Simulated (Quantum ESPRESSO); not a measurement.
# GaGe: phonon spectrum and thermodynamics under several settings

```
Ge Ga
1.0
     0.00000    2.89784    2.89784
     2.89784    0.00000    2.89784
     2.89784    2.89784    0.00000
Ge Ga
1 1
Direct
  0.00000 0.00000 0.00000
  0.25000 0.25000 0.25000
```

The cell comes from a database or a generator and needn't be the stable form of this composition.

All runs used Quantum ESPRESSO 7.5; k mesh 6 × 6 × 6; relaxed cell; no spin polarisation; cutoff 1088 eV; occupations cold, width 0.2 eV; q mesh 2 × 2 × 2.

```csv
level,potentials,volume (Å³/atom),highest frequency (cm⁻¹),zero-point energy (meV/atom),entropy at room temperature (k_B/atom)
LDA,PseudoDojo 0.4.1 SR LDA standard,22.39,230,25.9,5.08
PBE,PseudoDojo 0.4.1 SR PBE standard,24.42,211,23.9,5.24
PBEsol,PseudoDojo 0.4.1 SR PBEsol standard,?,?,?,?
```

**Question.** What stands in the row left open?

**Answer.** Volume 23.21 Å³/atom; highest frequency 223 cm⁻¹; zero-point energy 24.7 meV/atom; entropy at room temperature 5.36 k_B/atom.

Caveats: the mesh is thin for the phonons of a metal.

For the row left open. Caveat: the k mesh is coarse; the mesh is thin for the phonons of a metal; the q mesh is small, so phonon branches between its points and thermal values are rough.
